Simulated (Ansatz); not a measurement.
**ClF3OW: up Jacob's ladder to CCSD(T)**

The task here is to estimate one member of a computed series from the others.

Method: functionals in def2-TZVPP, the program's frozen cores in correlated methods; program: Ansatz 0.2.0, Gaussian basis.

Plan: LDA (SPW92), PBE-D4, revPBE-D4, BLYP-D4, r2SCAN-D4, B97M-V, PBE0-D4, B3LYP-D4, r2SCANh-D4, r2SCAN0-D4, HSE06-D4, BHLYP-D4, CAM-B3LYP-D4, LC-ωPBE, ωB97X-V, ωB97M-V, B2PLYP, PBE-QIDH; CCSD(T)/def2-SVP; CCSD(T)/def2-TZVPP; MP2/def2-QZVPP; extrapolation to the limit; RPA on PBE.

## The relaxed structure

An earlier PBE0-D4 in a triple-zeta def2 set relaxation fixed the geometry. W takes the def2 core potential; no spin-orbit term is included.

SMILES `[O]=[W]([F])([F])([F])[Cl]`, 6 atoms, charge 0, spin multiplicity 1.

Atoms are counted from 1 here; the program's logs count them from 0.

Bond lengths: O1–W2 1.670 Å, W2–F3 1.851 Å, W2–F4 1.851 Å, W2–F5 1.852 Å, W2–Cl6 2.271 Å. Angles: O1–W2–F3 103.0°, O1–W2–F4 103.0°, O1–W2–F5 107.8°, O1–W2–Cl6 106.1°, F3–W2–F4 153.9°, F3–W2–F5 84.8°, F3–W2–Cl6 87.7°, F4–W2–F5 84.8°, F4–W2–Cl6 87.7°, F5–W2–Cl6 146.1°.

Set-up of the first run:

in.yaml reads:

```yaml
crystal:
  periodic: [false, false, false]
  atoms:
    - {symbol: O, position_ang: [-0.310343, -1.609218, 0.574433]}
    - {symbol: W, position_ang: [0.026816, -0.087573, -0.025466]}
    - {symbol: F, position_ang: [1.563771, 0.388206, 0.888860]}
    - {symbol: F, position_ang: [-1.292898, 0.158550, -1.299187]}
    - {symbol: F, position_ang: [1.156370, -0.289718, -1.478953]}
    - {symbol: Cl, position_ang: [-1.101616, 1.375752, 1.294112]}
basis:
  gaussian: {orbitals: def2-TZVPP}
hamiltonian: {xc: lda}
output: {orbitals: {seedname: orbitals}}
```

Steps of the session up to this table: LDA; PBE-D4 (GGA); revPBE-D4 (GGA); BLYP-D4 (GGA); r2SCAN-D4 (meta-GGA); B97M-V (meta-GGA); PBE0-D4 (hybrid); B3LYP-D4 (hybrid); r2SCANh-D4 (hybrid); r2SCAN0-D4 (hybrid); HSE06-D4 (hybrid); BHLYP-D4 (hybrid); CAM-B3LYP-D4 (range-separated); LC-ωPBE-D4 (range-separated; the results give it without D4); ωB97X-V (range-separated); ωB97M-V (range-separated); B2PLYP (double hybrid); PBE-QIDH (double hybrid).

One of the session's tables, all rows but one given; the rest of the session is left out.

It belongs to the step «Orbital energies across the functionals». 

| functional | HOMO (eV) | LUMO (eV) | gap (eV) |
| --- | --- | --- | --- |
| LDA (SPW92) | -8.94 | -5.18 | 3.77 |
| PBE-D4 | -8.72 | -4.90 | 3.83 |
| revPBE-D4 | -8.64 | -4.79 | 3.85 |
| BLYP-D4 | -8.58 | -4.81 | 3.77 |
| r2SCAN-D4 | -9.14 | -4.92 | 4.21 |
| B97M-V | -9.22 | -4.89 | 4.33 |
| PBE0-D4 | -10.25 | -4.24 | 6.02 |
| B3LYP-D4 | -9.97 | -4.47 | 5.50 |
| r2SCANh-D4 | -9.69 | -4.66 | 5.04 |
| r2SCAN0-D4 | -10.53 | -4.24 | 6.29 |
| HSE06-D4 | -9.85 | -4.62 | 5.23 |
| BHLYP-D4 | -11.64 | -3.39 | 8.25 |
| CAM-B3LYP-D4 | -11.63 | -3.15 | 8.48 |
| LC-ωPBE | ? | ? | ? |
| ωB97X-V | -12.64 | -1.99 | 10.65 |
| ωB97M-V | -12.50 | -2.01 | 10.49 |

Q: Estimate the row for LC-ωPBE from the others.

**Answer.** HOMO (eV): -13.01; LUMO (eV): -1.91; gap (eV): 11.11. In the column «HOMO (eV)» it is the lowest.
